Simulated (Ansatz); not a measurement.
## Cl₃Si, SMILES Cl[Si](Cl)Cl: a rigid scan of one bond length, step by step

Computed with Ansatz 0.2.0 through its Python package.

Run as a notebook:

```python
import ansatz as az
from ase import Atoms
import numpy as np
```

```python
SETTINGS = {
    "basis_set": "def2-SVP",
    "functional": "r2scan0",
}
```

```python
atoms = Atoms(["Cl", "Si", "Cl", "Cl"], positions=[
    (-1.51288, -0.58591, 1.02461),
    (0.11383, 0.38108, 0.30279),
    (1.68347, -0.89652, 0.22044),
    (-0.28442, 1.10136, -1.54785),
])
mol = az.Crystal.molecule_from_ase(atoms)
```

```python
symbols = [site.symbol for site in mol.cartesian_sites]
start = np.array([site.position_ang for site in mol.cartesian_sites])
axis = (start[2] - start[1]) / np.linalg.norm(start[2] - start[1])
moving = [2]
lengths, energies = [1.782, 1.863, 1.945, 2.026, 2.107, 2.188, 2.269, 2.39], []
for length in lengths:
    xyz = start.copy()
    xyz[moving] += (length - np.linalg.norm(start[2] - start[1])) * axis
    point = az.Crystal.molecule()
    for symbol, place in zip(symbols, xyz):
        point = point.atom(symbol, place.tolist())
    base = (
        point.calculation()
        .basis(gaussian=SETTINGS["basis_set"])
        .functional(SETTINGS["functional"])
        .spin("collinear", total=1)
    )
    data = base.run(threads=1, backend="cpu").report
    energies.append(data["free_energy_ev"])
    print(f"r = {length:6.3f} A  E = {energies[-1]:.5f} eV  <S^2> = {abs(data['mean_field']['state']['spin_squared']):.3f}")
```

    r =  1.782 A  E = -45429.72072 eV  <S^2> = 0.752
    r =  1.863 A  E = -45430.33860 eV  <S^2> = 0.752
    r =  1.945 A  E = -45430.67153 eV  <S^2> = 0.752
    r =  2.026 A  E = -45430.79695 eV  <S^2> = 0.753
    r =  2.107 A  E = -45430.78211 eV  <S^2> = 0.753
    r =  2.188 A  E = -45430.67195 eV  <S^2> = 0.753
    r =  2.269 A  E = -45430.49921 eV  <S^2> = 0.754
    r =  2.390 A  E = -45430.17459 eV  <S^2> = 0.755

```python
fit = np.polynomial.Polynomial.fit(lengths, np.array(energies) - min(energies), 4).convert()
roots = [r.real for r in fit.deriv().roots() if abs(r.imag) < 1e-9 and fit.deriv(2)(r.real) > 0]
r_e = min(roots, key=lambda r: abs(r - lengths[int(np.argmin(energies))]))
print(f"minimum of the fit at {r_e:.4f} A, force constant {fit.deriv(2)(r_e):.2f} eV/A^2")
```

    minimum of the fit at 2.0537 A, force constant 18.71 eV/A^2

Total energies depend on the basis set; only differences at equal settings carry meaning. The rest of the molecule is held rigid at a force-field or estimated start geometry, and the basis set is modest; single-reference methods fail as a bond breaks. The species is open-shell (spin multiplicity 2). It ran for 64 s on 1 thread of Arm Neoverse V1 (shared host), peak memory 0.31 GiB.
